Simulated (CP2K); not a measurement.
**SiHBrCl2 (SMILES Cl[SiH](Cl)Br): levels of theory compared**

We compute a comparison of 3 runs (AM1, PM3, GFN1-xTB) of SiHBrCl2. 

The results are computed with CP2K 2026.2.

3 further runs of the same task are left out: 1 that didn't finish, 2 set aside as unsound or not needed.

## Step 1: The system as given

SiHBrCl2: 5 atoms, total charge 0, spin state singlet. SMILES: `Cl[SiH](Cl)Br`. Geometry: relaxed at GFN2-xTB.

Bond lengths: Cl1–Si2 2.008 Å, Si2–Cl3 2.008 Å, Si2–Br4 2.202 Å, Si2–H5 1.447 Å. Angles: Cl1–Si2–Cl3 110.7°, Cl1–Si2–Br4 109.1°, Cl3–Si2–Br4 109.1°, Cl1–Si2–H5 111.6°, Cl3–Si2–H5 111.6°, Br4–Si2–H5 104.5°.

## Step 2: Energy and gradient at AM1 (run 1)

Input file mol.inp:

```
&global
   project mol
   run_type ENERGY_FORCE
   print_level MEDIUM
&end global

&force_eval
   method Quickstep
   &dft
      # Quickstep
      &qs
         method AM1
         eps_default 1.0E-10
         &se
            &coulomb
               cutoff [angstrom] 50
               rc_range [angstrom] 0
            &end coulomb
            &exchange
               cutoff [angstrom] 50
               rc_range [angstrom] 0
            &end exchange
         &end se
      &end qs
      &poisson
         periodic NONE
         poisson_solver ANALYTIC
      &end poisson
      # SCF settings
      &scf
         scf_guess ATOMIC
         eps_scf 1.0E-07
         max_scf 150
         added_mos 2
         &diagonalization
            algorithm STANDARD
         &end diagonalization
         &mixing
            method DIRECT_P_MIXING
            alpha 0.4
         &end mixing
      &end scf
      # extra output
      &print
         &moments
            periodic F
            reference COM
            max_moment 1
         &end moments
         &mo ON
            energies T
            occupation_numbers T
            ndigits 6
            &each
               qs_scf 0
            &end each
            add_last NUMERIC
         &end mo
         &hirshfeld OFF
         &end hirshfeld
      &end print
   &end dft
   &subsys
      # vacuum box
      &cell
         abc 12.7 13.1 12.6
         periodic NONE
      &end cell
      &coord
         UNIT bohr
         Cl     3.1492097    -1.4780304     1.4937718
         Si    -0.0716584     0.0875888     0.2413180
         Cl     0.5664265     3.5774027    -1.1031276
         Br    -1.6369186    -2.2773090    -2.8039945
         H     -2.0070592     0.0903289     2.1720134
      &end coord
      &topology
         &center_coordinates
         &end center_coordinates
      &end topology
   &end subsys
   &print
      &forces ON
      &end forces
   &end print
&end force_eval
```

The run is started by

```
$ OMP_NUM_THREADS=1 cp2k.psmp -i mol.inp > mol.out 2>&1
```

Log:

```text
CP2K| version string:                                       CP2K version 2026.2
[...]
 GLOBAL| Method name                                                        CP2K
[...]
 GLOBAL| Run type                                                   ENERGY_FORCE
[...]
                             - Atoms:                                          5
[...]
                             - Spherical basis functions:                     17
[...]
 Number of electrons:                                                         26
[...]
     1 P_Mix/Diag. 0.40E+00    0.0     0.66271299       -41.7624796341 -4.18E+01
[...]
    23 DIIS/Diag.  0.48E-07    0.0     0.00000007       -44.1830071159  2.13E-14
  *** SCF run converged in    23 steps ***
  Core-core repulsion energy [eV]:                           1246.00068584536962
  Core Hamiltonian energy [eV]:                             -1988.52908623796998
  Two-electron integral energy [eV]:                         -919.50473235093136
  Electronic energy [eV]:                                   -2448.28145241343555
  Total energy [eV]:                                        -1202.28076656806593
  Atomic reference energy [eV]:                              1197.74263788626831
  Heat of formation [kcal/mol]:                              -104.65174182544457
[...]
 SE_DIPOLE| Moment [Debye]          0.53636163      -0.42248040      -1.35376294
 SE_DIPOLE| Derivative [a.u.]       0.00000000       0.00000000       0.00000000
 ENERGY| Total FORCE_EVAL ( QS ) energy [hartree]            -44.183007115913014
 FORCES| Atomic forces [hartree/bohr]
 FORCES|   Atom     x               y               z               |f|
 FORCES|      1  1.08166228E-02 -3.75290722E-03  6.07633753E-03   1.29616943E-02
 FORCES|      2 -4.35532606E-03 -1.71732395E-03  1.01020378E-03   4.78942359E-03
 FORCES|      3  2.50032915E-03  1.25043352E-02 -2.28235853E-03   1.29545053E-02
 FORCES|      4 -6.02899732E-03 -9.35900036E-03 -1.22355629E-02   1.65423304E-02
 FORCES|      5 -2.93262862E-03  2.32489628E-03  7.43138009E-03   8.32050860E-03
 FORCES| Sum    -2.77555756E-16  6.10622664E-16  1.11022302E-16
 FORCES| Total atomic force                                       6.79869978E-16
[...]
```

Run time: 0.86 s. Hardware: 1 thread of Intel Xeon 6975P-C (Granite Rapids), shared host; peak memory 0.18 GiB.

## Step 3: The energy at PM3 (run 2)

Input file run.inp:

```
&GLOBAL
    PROJECT_NAME run
    RUN_TYPE ENERGY
    PRINT_LEVEL MEDIUM
&END GLOBAL

&FORCE_EVAL
    METHOD QS
    &DFT
        &QS
            METHOD PM3
            EPS_DEFAULT 1.0E-10
            &SE
                &COULOMB
                    CUTOFF [angstrom] 50
                    RC_RANGE [angstrom] 0
                &END COULOMB
                &EXCHANGE
                    CUTOFF [angstrom] 50
                    RC_RANGE [angstrom] 0
                &END EXCHANGE
            &END SE
        &END QS
        &POISSON
            PERIODIC NONE
            POISSON_SOLVER ANALYTIC
        &END POISSON
        &SCF
            SCF_GUESS ATOMIC
            EPS_SCF 1.0E-07
            MAX_SCF 100
            ADDED_MOS 8
            LEVEL_SHIFT 0.3
            EPS_DIIS 0.5
            &DIAGONALIZATION
                ALGORITHM STANDARD
            &END DIAGONALIZATION
            &MIXING
                METHOD DIRECT_P_MIXING
                ALPHA 0.4
            &END MIXING
        &END SCF
        &PRINT
            &MOMENTS
                PERIODIC F
                REFERENCE COM
                MAX_MOMENT 1
            &END MOMENTS
            &MO ON
                ENERGIES T
                OCCUPATION_NUMBERS T
                NDIGITS 6
                &EACH
                    QS_SCF 0
                &END EACH
                ADD_LAST NUMERIC
            &END MO
            &HIRSHFELD OFF
            &END HIRSHFELD
        &END PRINT
    &END DFT
    &SUBSYS
        &CELL
            ABC 12.7 13.1 12.6
            PERIODIC NONE
        &END CELL
        &COORD
            UNIT bohr
            Cl     3.1492097    -1.4780304     1.4937718
            Si    -0.0716584     0.0875888     0.2413180
            Cl     0.5664265     3.5774027    -1.1031276
            Br    -1.6369186    -2.2773090    -2.8039945
            H     -2.0070592     0.0903289     2.1720134
        &END COORD
        &TOPOLOGY
            &CENTER_COORDINATES
            &END CENTER_COORDINATES
        &END TOPOLOGY
    &END SUBSYS
&END FORCE_EVAL
```

The run is started by

```
$ OMP_NUM_THREADS=1 cp2k.psmp -i run.inp > run.out 2>&1
```

Log:

```text
CP2K| version string:                                       CP2K version 2026.2
[...]
 GLOBAL| Method name                                                        CP2K
[...]
 GLOBAL| Run type                                                         ENERGY
[...]
 *** WARNING in qs_environment.F:2210 :: More added MOs requested than     ***
 *** available. The full set of unoccupied MOs will be used. Use           ***
 *** 'ADDED_MOS -1' to always use all available MOs and to get rid of this ***
[...]
                             - Atoms:                                          5
[...]
                             - Spherical basis functions:                     17
[...]
 Number of electrons:                                                         26
[...]
     1 P_Mix/Diag. 0.40E+00    0.0     0.69692043       -37.0149929746 -3.70E+01
[...]
    28 DIIS/Diag.  0.80E-07    0.0     0.00000007       -39.6388203616  1.42E-14
  *** SCF run converged in    28 steps ***
  Core-core repulsion energy [eV]:                           1171.78472446156434
  Core Hamiltonian energy [eV]:                             -1708.81838274544521
  Two-electron integral energy [eV]:                        -1083.18699639521424
  Electronic energy [eV]:                                   -2250.41188094305244
  Total energy [eV]:                                        -1078.62715648148787
  Atomic reference energy [eV]:                              1074.42472588626811
  Heat of formation [kcal/mol]:                               -96.91035942949054
[...]
 SE_DIPOLE| Moment [Debye]          0.40574071      -1.01722146      -2.38106888
 SE_DIPOLE| Derivative [a.u.]       0.00000000       0.00000000       0.00000000
 ENERGY| Total FORCE_EVAL ( QS ) energy [hartree]            -39.638820361633464
[...]
```

Wall time 0.86 s (1 thread of Intel Xeon 6975P-C (Granite Rapids), shared host); peak memory 0.18 GiB.

## Step 4: Energy and forces at GFN1-xTB (run 3)

Input file gas.inp:

```
&force_eval
  method Quickstep
  &dft
    &qs
      method XTB
      eps_default 1.0E-10
      &xtb
        gfn_type TBLITE
        &tblite
          method GFN1
        &end tblite
        check_atomic_charges F
      &end xtb
    &end qs
    &poisson
      periodic NONE
      poisson_solver ANALYTIC
    &end poisson
    &scf
      scf_guess ATOMIC
      eps_scf 1.0E-07
      max_scf 150
      added_mos 8
      &diagonalization
        algorithm STANDARD
      &end diagonalization
      &mixing
        method DIRECT_P_MIXING
        alpha 0.4
      &end mixing
      &smear ON
        method FERMI_DIRAC
        electronic_temperature [K] 300
      &end smear
    &end scf
    # extra output
    &print
      &moments
        periodic F
        reference COM
        max_moment 1
      &end moments
      &mo ON
        energies T
        occupation_numbers T
        ndigits 6
        &each
          qs_scf 0
        &end each
        add_last NUMERIC
      &end mo
      &hirshfeld OFF
      &end hirshfeld
    &end print
  &end dft
  &subsys
    # box in angstrom
    &cell
      abc 14.7 15.1 14.6
      periodic NONE
    &end cell
    &coord
      Cl     1.666490    -0.782140     0.790470
      Si    -0.037920     0.046350     0.127700
      Cl     0.299740     1.893080    -0.583750
      Br    -0.866220    -1.205100    -1.483810
      H     -1.062090     0.047800     1.149380
    &end coord
    &topology
      &center_coordinates
      &end center_coordinates
    &end topology
  &end subsys
  &print
    &forces ON
    &end forces
  &end print
&end force_eval
&global
  project gas
  run_type ENERGY_FORCE
  print_level MEDIUM
&end global
```

The run is started by

```
$ OMP_NUM_THREADS=1 cp2k.psmp gas.inp > gas.out
```

Log:

```text
CP2K| version string:                                       CP2K version 2026.2
[...]
 GLOBAL| Method name                                                        CP2K
[...]
 GLOBAL| Run type                                                   ENERGY_FORCE
[...]
                             - Atoms:                                          5
[...]
                             - Spherical basis functions:                     38
[...]
 Number of electrons:                                                         26
[...]
  *** SCF run converged in    12 steps ***
[...]
  Fermi energy:                                                -0.21019597449109
[...]
 TB_DIPOLE| Moment [Debye]         -0.42670388      -0.03259433       0.35951098
 TB_DIPOLE| Derivative [a.u.]       0.00000000       0.00000000       0.00000000
[...]
 ENERGY| Total FORCE_EVAL ( QS ) energy [hartree]            -14.983463607763033
 FORCES| Atomic forces [hartree/bohr]
 FORCES|   Atom     x               y               z               |f|
 FORCES|      1  3.08333657E-03 -6.13985383E-04  4.21393549E-03   5.25748939E-03
 FORCES|      2  2.15217931E-03  6.76703951E-03  1.10612459E-02   1.31444232E-02
 FORCES|      3  1.57492710E-04  5.08869044E-03  1.27389750E-03   5.24808433E-03
 FORCES|      4 -9.35390660E-03 -1.39745709E-02 -1.79165215E-02   2.45720562E-02
 FORCES|      5  3.96089801E-03  2.73282637E-03  1.36744261E-03   5.00269450E-03
 FORCES| Sum    -8.76035355E-17 -6.98226199E-17  5.37764278E-17
 FORCES| Total atomic force                                       1.24263759E-16
[...]
```

Wall time 0.89 s (1 thread of Intel Xeon 6975P-C (Granite Rapids), shared host); peak memory 0.19 GiB.

## Step 5: All runs side by side

```
run     level      task  iteration cap  energy (Eh)  dipole moment (D)  HOMO energy (eV)  LUMO energy (eV)  wall time
  1       AM1  gradient            150   -44.183007               1.52            -11.49             -1.72     0.86 s
  2       PM3    energy            100   -39.638820               2.62            -10.86             -1.86     0.86 s
  3  GFN1-xTB  gradient            150   -14.983464               0.56            -12.08             -4.82     0.89 s
```

## Step 6: Results

| quantity | value |
| --- | --- |
| run 3: total energy | -14.98346 Eh |
| run 3: dipole moment (from atomic charges alone) | 0.56 D |
| run 3: HOMO energy | -12.08 eV |
| run 3: LUMO energy | -4.82 eV |
| run 3: HOMO–LUMO gap | 7.26 eV |
| run 3: largest force on an atom | 1.264 eV/Å |

What this shows: The dipole moment (its size) runs from 0.56 D (GFN1-xTB) to 2.62 D (PM3). Some of these are taken from atomic charges alone. The HOMO–LUMO gap runs from 7.26 eV (GFN1-xTB) to 9.77 eV (AM1). Force-field and semi-empirical energies have zeros of their own, so their totals don't compare. All runs together took 2.6 s, the longest 0.89 s.
